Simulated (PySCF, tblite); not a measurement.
# C7H15P: geometry, infrared bands and NMR shifts

What infrared bands and NMR shifts should C7H15P (`C=P1(CC)CCCC1`) show?

Programs: tblite 0.8.0 and PySCF 2.14.0, with density-fitted response routines of our own. Each step states its level of theory. These are calculated values for one molecule in the gas phase, unless marked as measured. Atoms are numbered from 0 throughout.

## 1. The molecule as given

23 atoms, charge 0, multiplicity 1; geometry from: force field or distance geometry start.

Bonds of the start (Å): C0–P1 1.63, P1–C2 1.80, C2–C3 1.50, P1–C4 1.82, C4–C5 1.53, C5–C6 1.52, C6–C7 1.53, C7–P1 1.82, C0–H8 1.09, C0–H9 1.11, C2–H10 1.10, C2–H11 1.11, C3–H12 1.11, C3–H13 1.12, C3–H14 1.14, C4–H15 1.10, C4–H16 1.10, C5–H17 1.10, C5–H18 1.09, C6–H19 1.10, C6–H20 1.13, C7–H21 1.10, C7–H22 1.10.

## 2. Relaxing the molecule with GFN2-xTB

What the job is given:

```
{"job": {"kind": "relax", "xc": "GFN2-xTB", "basis": "xTB"}, "charge": 0, "multiplicity": 1}
C      0.752800    -1.763900     0.789100
P      0.188700    -0.454200     0.004400
C      1.422600     0.358300    -1.024400
C      2.740700     0.431600    -0.311900
C     -1.343500    -0.788300    -0.918000
C     -2.116800     0.485800    -0.592300
C     -1.959900     0.577800     0.917300
C     -0.466000     0.753200     1.200100
H      1.586400    -2.355800     0.422000
H      0.284500    -2.107800     1.739500
H      1.567600    -0.128900    -2.003000
H      1.077000     1.400900    -1.191300
H      3.395700    -0.440400    -0.532800
H      3.292800     1.386800    -0.493700
H      2.487300     0.385400     0.798800
H     -1.150000    -0.909200    -1.995900
H     -1.797400    -1.672900    -0.439400
H     -1.625100     1.334200    -1.098100
H     -3.164500     0.331500    -0.870500
H     -2.566400     1.384200     1.351900
H     -2.260300    -0.433800     1.313500
H     -0.229800     0.476300     2.234900
H     -0.121200     1.776400     0.982700
```

Run with:

```sh
> OMP_NUM_THREADS=1 python probes_run.py task.json out
```

This one command runs all jobs of the session in turn.

**Question.** This job is followed by: GFN2-xTB harmonic vibrations, gas phase; GIAO PBE0/pcSseg-1 NMR shielding, non-relativistic, gas phase. What will the session give for the following? strongest single infrared mode (GFN2-xTB); zero-point energy (GFN2-xTB); 13C shifts against TMS (PBE0/pcSseg-1, means over atoms taken as alike); 1H shifts against TMS (PBE0/pcSseg-1, means over atoms taken as alike); 31P shifts against H3PO4 (PBE0/pcSseg-1); surface potential, 1st and 99th percentile.

**Answer**, as computed:

```
                                                               quantity                                          value
                              strongest single infrared mode (GFN2-xTB)                           2986 cm⁻¹, 75 km/mol
                                           zero-point energy (GFN2-xTB)                                 125.5 kcal/mol
13C shifts against TMS (PBE0/pcSseg-1, means over atoms taken as alike)               35.4, 30.5, 25.8, 10.8, -3.7 ppm
 1H shifts against TMS (PBE0/pcSseg-1, means over atoms taken as alike)  1.85, 1.66, 1.63, 1.61, 1.36, 1.31, -0.35 ppm
                               31P shifts against H3PO4 (PBE0/pcSseg-1)                                       25.2 ppm
                                  surface potential, 1st and 99th percentile                             -2.11 V and 0.91 V
```

Relaxing lowered the energy by 1.059 eV in 98 steps; the close pair that moved most is P1–C4, from 1.819 to 1.901 Å. All 63 modes are real, so the xTB geometry is a minimum. Unscaled tight-binding wavenumbers are off by several per cent, some by more. Its intensities can rank the bands wrongly. At PBE0/pcSseg-1: The largest span, 184 ppm, is at P1, where the paramagnetic term is -673 ppm.
